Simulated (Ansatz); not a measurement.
# C₂H₃B₂Cl: up Jacob's ladder to CCSD(T)

One table from this session's results is given with a row withheld; the runs are named, their logs left out.

Method: functionals in def2-TZVPP, the program's frozen cores in correlated methods; program: Ansatz 0.2.0, Gaussian basis.

Levels to be run: LDA (SPW92), PBE-D4, revPBE-D4, BLYP-D4, r2SCAN-D4, B97M-V, PBE0-D4, B3LYP-D4, r2SCANh-D4, r2SCAN0-D4, HSE06-D4, BHLYP-D4, CAM-B3LYP-D4, LC-ωPBE, ωB97X-V, ωB97M-V, B2PLYP, PBE-QIDH; CCSD(T)/def2-SVP; CCSD(T)/def2-TZVPP; MP2/def2-QZVPP; extrapolation to the limit; RPA on PBE.

## Structure used throughout

An earlier PBE0-D4 in a triple-zeta def2 set relaxation fixed the geometry.

8 atoms, charge 0, spin multiplicity 1.

Atoms are counted from 1 here; the program's logs count them from 0.

Bond lengths: Cl1–C2 1.775 Å, C2–C3 1.416 Å, C2–B5 1.594 Å, C2–H6 1.084 Å, C3–B4 1.372 Å, C3–B5 1.533 Å, B4–B5 1.717 Å, B4–H7 1.173 Å, B5–H8 1.179 Å. Angles: Cl1–C2–C3 119.4°, Cl1–C2–B5 117.7°, Cl1–C2–H6 109.7°, C3–C2–B5 60.9°, C3–C2–H6 121.0°, B5–C2–H6 121.0°, C2–C3–B4 137.5°, C2–C3–B5 65.3°, B4–C3–B5 72.2°, C3–B4–B5 58.2°, C3–B4–H7 163.0°, B5–B4–H7 138.7°, C2–B5–C3 53.8°, C2–B5–B4 103.3°, C2–B5–H8 134.7°, C3–B5–B4 49.5°, C3–B5–H8 171.4°, B4–B5–H8 122.0°.

Set-up of the first run:

The input, in.yaml:

```yaml
crystal:
  periodic: [false, false, false]
  atoms:
    - {symbol: Cl, position_ang: [-0.631039, 0.808995, 2.288773]}
    - {symbol: C, position_ang: [0.458711, 0.349114, 0.964820]}
    - {symbol: C, position_ang: [0.166206, 0.773213, -0.354342]}
    - {symbol: B, position_ang: [-0.331649, 0.221309, -1.507638]}
    - {symbol: B, position_ang: [-0.071090, -0.718445, -0.094052]}
    - {symbol: H, position_ang: [1.479950, 0.317812, 1.326880]}
    - {symbol: H, position_ang: [-0.690449, 0.067828, -2.614300]}
    - {symbol: H, position_ang: [-0.288440, -1.876926, -0.066141]}
basis:
  gaussian: {orbitals: def2-TZVPP}
hamiltonian: {xc: lda}
output: {orbitals: {seedname: orbitals}}
```

On the command line:

```
$ ansatz run in.yaml --threads 2 --pin off --events-out ev --progress --plain --max-ram 4352MiB
```

Among the steps run: LDA; PBE-D4 (GGA); revPBE-D4 (GGA); BLYP-D4 (GGA); r2SCAN-D4 (meta-GGA); B97M-V (meta-GGA); PBE0-D4 (hybrid); B3LYP-D4 (hybrid); r2SCANh-D4 (hybrid); r2SCAN0-D4 (hybrid); HSE06-D4 (hybrid); BHLYP-D4 (hybrid); CAM-B3LYP-D4 (range-separated); LC-ωPBE (range-separated); ωB97X-V (range-separated); ωB97M-V (range-separated); B2PLYP (double hybrid); PBE-QIDH (double hybrid).

One table of the session follows, with a row left open; its other results are not shown here.

It belongs to the step «Frontier levels by functional». 

```
  functional  HOMO (eV)  gap (eV)
 LDA (SPW92)      -6.78      4.65
      PBE-D4      -6.62      4.77
   revPBE-D4      -6.56      4.82
     BLYP-D4          ?         ?
   r2SCAN-D4      -6.85      5.36
      B97M-V      -6.92      5.48
     PBE0-D4      -7.81      6.97
    B3LYP-D4      -7.58      6.53
  r2SCANh-D4      -7.29      6.14
  r2SCAN0-D4      -7.96      7.32
    HSE06-D4      -7.41      6.19
    BHLYP-D4      -8.87      9.10
CAM-B3LYP-D4      -9.12      9.39
     LC-ωPBE     -10.48     11.91
     ωB97X-V     -10.10     11.45
     ωB97M-V      -9.96     11.07
```

Q: Estimate the row for BLYP-D4 from the others.

Worked estimate for «HOMO (eV)». Against the share of exact exchange, B3LYP-D4 (0.2, -7.58), BHLYP-D4 (0.5, -8.87) give a slope of -4.30 per unit share; at 0 the line stands at -6.72.

The run gave: HOMO (eV): -6.45; gap (eV): 4.78. In «HOMO (eV)» the line misses by -0.27.
